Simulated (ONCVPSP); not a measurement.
# O: the cost of one run

The numbers are computed with ONCVPSP 4.0.1.1 (patched build) (LDA (Perdew-Wang 92), scalar-relativistic, spin-unpolarised reference atom).

**1. The design**

Typed settings, in words:

| Property | Result |
| --- | --- |
| element | oxygen (O, Z = 8) |
| type | optimised norm-conserving Vanderbilt (ONCV) |
| frozen core | [He] |
| valence charge | 6 |
| reference configuration | 2s1 2p5 |
| partial waves | 2s: rc 0.95 bohr, ncon 4, nbas 7, qcut 5.4 1/bohr, 2 projectors, debl 3.1 Ha; 2p: rc 1.10 bohr, ncon 4, nbas 8, qcut 13.6 1/bohr, 2 projectors, debl 1.8 Ha |
| local potential | polynomial inside 0.90 bohr (lpopt 5, dvloc0 0 Ha) |
| core correction | Teter function, fcfact 3.5, rcfact 1.6 |

An earlier all-electron run gives the scale for the radii.

All-electron outer shells of the reference configuration (LDA (PZ), scalar-relativistic, ld1.x):

| shell | level (eV) | outermost node (bohr) | outermost maximum (bohr) |
| --- | --- | --- | --- |
| 1s | -511.50 | – | 0.13 |
| 2s | -24.21 | 0.28 | 0.88 |
| 2p | -9.60 | – | 0.82 |

**2. Generation**

File O.dat:

```
# ATOM AND REFERENCE CONFIGURATION
# atsym  z   nc   nv     iexc    psfile
  O 8.00    1    2  -001012      upf
#
#   n    l    f
    1    0    2.00
    2    0    1.00
    2    1    5.00
#
# PSEUDOPOTENTIAL AND OPTIMIZATION
# lmax
    1
#
#   l,   rc,      ep,       ncon, nbas, qcut
    0    0.95    0.00    4    7    5.40
    1    1.10    0.00    4    8   13.60
#
# LOCAL POTENTIAL
# lloc, lpopt,  rc(5),   dvloc0
    4    5    0.90    0.00
#
# VANDERBILT-KLEINMAN-BYLANDER PROJECTORs
# l, nproj, debl
    0    2    3.10
    1    2    1.80
#
# MODEL CORE CHARGE
# icmod, fcfact, rcfact
    3    3.50    1.60
#
# LOG DERIVATIVE ANALYSIS
# epsh1, epsh2, depsh
   -2.00    5.00    0.02
#
# OUTPUT GRID
# rlmax, drl
    6.00    0.01
#
# TEST CONFIGURATIONS
# ncnf
    4
# nvcnf
#   n    l    f
    2
    2    0    2.00
    2    1    4.00
#
    2
    2    0    2.00
    2    1    3.00
#
    2
    2    0    2.00
    2    1    2.00
#
    2
    2    0    2.00
    2    1    3.50
#
```

On the command line:

```
$ oncvpsp.x < O.dat > O.out
```

**Question.** How long does this run take on 1 thread of Intel Xeon 6975P-C, shared host?

About 1.6 s.
